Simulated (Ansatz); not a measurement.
# Hf4H3: the cost of one run

Program: Ansatz 0.2.0. Level of theory: DFT PBE, scalar-relativistic, plane waves, PAW, unless a step names another level. These are calculated values, not measurements.

13 further runs of the same task are left out: 2 that didn't finish, 11 set aside as unsound or not needed. Runs told in other sessions of the task aren't counted.

## Step 1: Plan

Pauling electronegativities: Hf 1.30, H 2.20 (spread 0.90). No set of common oxidation states balances it. Tabulated atomic sizes suggest about 14 Å³/atom. 30 candidates were drawn, by swapping species into database cells of other compounds, at random by space group and Wyckoff sites, or by hand, as the table says:

```csv
name,made from,space group no.,Wyckoff sites,atoms (primitive cell),V (Å³/atom)
c01,random,191,"Hf 3f, 1b; H 2e, 1a",7,17.7
c02,random,183,"Hf 1a, 1a, 2b; H 3c",7,16.9
c03,random,191,"Hf 2e, 2c; H 3f",7,17.7
c04,random,189,"Hf 1a, 3g; H 3f",7,17.4
c05,random,187,"Hf 1a, 1c, 2h; H 1f, 1b, 1d",7,16.3
c06,built by hand: segregated fluorite-hydride slab in Hf metal,156,"Hf 1a, 1b, 1c, 1b; H 1b, 1a, 1c",7,13.9
c07,random,139,"Hf 8h; H 2a, 4c",7,15.6
c08,database cell of Ge3As4,215,Hf 4e; H 3d,7,15.5
c09,built by hand: vacancy-ordered rocksalt M4X3,221,"Hf 1a, 3c; H 3d",7,13.9
c10,random,47,"Hf 4v; H 2i, 1h",7,14.6
c11,random,216,"Hf 16e; H 4d, 4a, 4b",7,17.3
c12,random,123,"Hf 4j; H 1b, 2h",7,16.4
c13,random,221,"Hf 3d, 1a; H 3c",7,17.8
c14,database cell of Hf4N3,139,"Hf 4e, 4c; H 4d, 2b",7,12.2
c15,random,99,"Hf 4d; H 1b, 2c",7,17.2
c16,database cell of Hf4Al3,191,"Hf 2e, 2d; H 3f",7,15.4
c17,database cell of Nb3S4,164,"Hf 2d, 2d; H 2c, 1b",7,12.7
c18,random,191,"Hf 2c, 1b, 1a; H 3g",7,14.4
c19,random,183,"Hf 1a, 3c; H 3c",7,16.7
c20,built by hand: hcp Hf with ordered tetrahedral H (defect wurtzite),156,"Hf 1b, 1a, 1b, 1a; H 1a, 1b, 1a",7,13.9
c21,random,187,"Hf 1d, 2h, 1f; H 2g, 1a",7,17.9
c22,database cell of Zr3S4,65,"Hf 4h, 4i; H 4f, 2a",7,13.8
c23,random,65,"Hf 8n; H 4j, 2b",7,17.6
c24,database cell of H3Pd4,166,"Hf 6c, 6c; H 6c, 3b",7,11.9
c25,random,123,"Hf 4o; H 2f, 1d",7,15.3
c26,random,191,"Hf 4h; H 2c, 1a",7,16.3
c27,built by hand: defect zincblende Hf4H3,215,Hf 4e; H 3c,7,13.9
c28,"built by hand: gamma-ZrH-derived, one hydrogen vacancy",111,"Hf 4n; H 1b, 1d, 1c",7,13.9
c29,database cell of Al4C3,166,"Hf 6c, 6c; H 6c, 3a",7,11.8
c30,database cell of Ti4H3,111,"Hf 4n; H 1a, 1c, 1d",7,14.1
```

## Step 2: Screening run of c06

input.yaml

```yaml
crystal:
  lattice:
    - [3.23, 0.0, 0.0]
    - [-1.615, 2.79726205, 0.0]
    - [0.0, 0.0, 10.77]
  atoms:
    - { symbol: Hf, position: [0.0, 0.0, 0.0] }
    - { symbol: Hf, position: [0.33333333, 0.66666667, 0.25] }
    - { symbol: Hf, position: [0.66666667, 0.33333333, 0.5] }
    - { symbol: Hf, position: [0.33333333, 0.66666667, 0.75] }
    - { symbol: H, position: [0.33333333, 0.66666667, 0.0625] }
    - { symbol: H, position: [0.0, 0.0, 0.1875] }
    - { symbol: H, position: [0.66666667, 0.33333333, 0.3125] }
basis:
  ecutwfc: 420
kpoints:
  mp_grid: { grid: [6, 6, 2] }
hamiltonian:
  xc: pbe
scf:
  occupations: { method: gaussian, width: 0.2 }
  lower_state_search: "off"
output:
  forces: true
  stress: true
  eigenvalues: true
relax:
  adjacent_minimum: "off"
  f_tol: 0.08
  max_steps: 16
  cell: { stress_tol: 0.8 }
```

Started as:

```console
$ ansatz run input.yaml --threads 1 --pin off --max-ram 2560MiB --backend cpu --events-out ev --progress --plain --runs-dir out
```

What time and memory should one allow on 1 thread of Arm Neoverse V2, shared host?

About 51 s, with a peak of 0.36 GiB.
